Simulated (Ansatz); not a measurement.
The system is Sn3Se.

```
CELL_PARAMETERS angstrom
0.00000 3.73314 3.73314
3.73314 0.00000 3.73314
3.73314 3.73314 0.00000
ATOMIC_POSITIONS crystal
Sn 0.50000 0.50000 0.50000
Sn 0.75000 0.75000 0.75000
Sn 0.25000 0.25000 0.25000
Se 0.00000 0.00000 0.00000
```

The cell comes from a database or a generator and needn't be the stable form of this composition.

Base run:

* Program: Ansatz 0.2.0
* Functional: PBEsol
* Potentials or basis: all-electron LAPW, scalar-relativistic
* Cutoff: 164 eV
* Density cutoff: 654 eV
* Basis error allowed: 0.002 eV/atom
* k mesh: 6 × 6 × 6
* Occupations: fermi-dirac, width 0.05 eV
* Spin: no spin polarisation

Its results: pressure -3.2 GPa.

Question: The run is repeated on the same cell with these changes: k mesh from 6 × 6 × 6 to 4 × 4 × 4; occupations from fermi-dirac, width 0.05 eV to fermi-dirac, width 0.03 eV. What comes out?

Answer: Pressure -3.8 GPa.

Caveats: some runs use coarse meshes; the k mesh is thin for a metal, which can move the energy by tens of meV per atom (some runs).

Not every run made on this cell is shown here.
